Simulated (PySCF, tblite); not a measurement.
# C7H13BS: geometry, infrared bands and NMR shifts

Wanted: the infrared bands and NMR shifts of C7H13BS (`[BH3-][S@+](C)[C@H](C#C)CC=C`), by calculation.

The runs use tblite 0.8.0 and PySCF 2.14.0, with density-fitted response routines of our own; the level of theory stands in each step. All values are computed, except where a source is named. Atoms are numbered from 0 throughout.

## (1) The molecule as given

22 atoms, charge 0, multiplicity 1; geometry from: force field or distance geometry start.

Bonds of the start (Å): B0–S1 1.83, S1–C2 1.74, S1–C3 1.77, C3–C4 1.44, C4–C5 1.23, C3–C6 1.50, C6–C7 1.51, C7–C8 1.34, B0–H9 1.20, B0–H10 1.18, B0–H11 1.20, C2–H12 1.11, C2–H13 1.11, C2–H14 1.12, C3–H15 1.14, C5–H16 1.06, C6–H17 1.11, C6–H18 1.14, C7–H19 1.08, C8–H20 1.09, C8–H21 1.08.

## (2) Geometry optimisation with GFN2-xTB

The job: settings as JSON, then the geometry in Å.

```
{"job": {"kind": "relax", "xc": "GFN2-xTB", "basis": "xTB"}, "charge": 0, "multiplicity": 1}
B     -1.800900    -1.676900    -0.623600
S     -1.481200    -0.369100     0.611800
C     -2.795000     0.753800     0.845100
C      0.102100     0.405000     0.440600
C      0.245600     1.040800    -0.848500
C      0.374900     1.583400    -1.941200
C      1.271700    -0.499300     0.687700
C      2.532200     0.303900     0.511200
C      3.354300    -0.145700    -0.452100
H     -2.921100    -1.550900    -1.031200
H     -1.094400    -1.651300    -1.566300
H     -1.754000    -2.741000    -0.080000
H     -2.426700     1.648600     1.393000
H     -3.576000     0.302500     1.491200
H     -3.289300     1.065700    -0.109900
H      0.129800     1.208300     1.246500
H      0.491400     2.047200    -2.883700
H      1.305000    -1.421000     0.077700
H      1.242700    -0.785100     1.788500
H      2.755200     1.173700     1.113100
H      3.035600    -1.025000    -1.002300
H      4.287500     0.351700    -0.683900
```

Run with:

```
OMP_NUM_THREADS=1 python probes_run.py task.json out
```

The driver reads the jobs from task.json and runs them one after another.

**Question.** This job is followed by: GFN2-xTB harmonic vibrations, gas phase; GIAO PBE0/pcSseg-1 NMR shielding, non-relativistic, gas phase. Predict these results of the whole session: strongest single infrared mode (GFN2-xTB); zero-point energy (GFN2-xTB); 13C shifts against TMS (PBE0/pcSseg-1); 1H shifts against TMS (PBE0/pcSseg-1, means over atoms taken as alike); 11B shifts against BF3·OEt2 (PBE0/pcSseg-1); 33S shifts against CS2 (PBE0/pcSseg-1).

The runs gave:

```
                                                              quantity                                                     value
                             strongest single infrared mode (GFN2-xTB)                                     1095 cm⁻¹, 216 km/mol
                                          zero-point energy (GFN2-xTB)                                            109.4 kcal/mol
                                13C shifts against TMS (PBE0/pcSseg-1)            142.2, 127.9, 87.1, 81.1, 48.4, 41.9, 30.4 ppm
1H shifts against TMS (PBE0/pcSseg-1, means over atoms taken as alike)  5.91, 5.73, 5.59, 3.47, 2.72, 2.30, 2.24, 2.05, 1.69 ppm
                           11B shifts against BF3·OEt2 (PBE0/pcSseg-1)                                                 -31.6 ppm
                                33S shifts against CS2 (PBE0/pcSseg-1)                                                    48 ppm
```

The optimisation took 128 steps and gained 1.240 eV; among the close pairs (by a distance rule), B0–S1 changed most, from 1.827 to 1.969 Å. All 60 modes are real, so the xTB geometry is a minimum. Unscaled tight-binding wavenumbers are off by several per cent, some by more. Its intensities can rank the bands wrongly. The most deshielded carbon is C7 (alkene CH), at 142.2 ppm: the olefinic region. H19 (hydrogen on an alkene CH) lies farthest downfield among hydrogen, at 5.91 ppm; attached to an sp2 carbon and in the plane of the double bond. At PBE0/pcSseg-1: The widest tensor belongs to S1: span 324 ppm, with a paramagnetic part of -602 ppm.
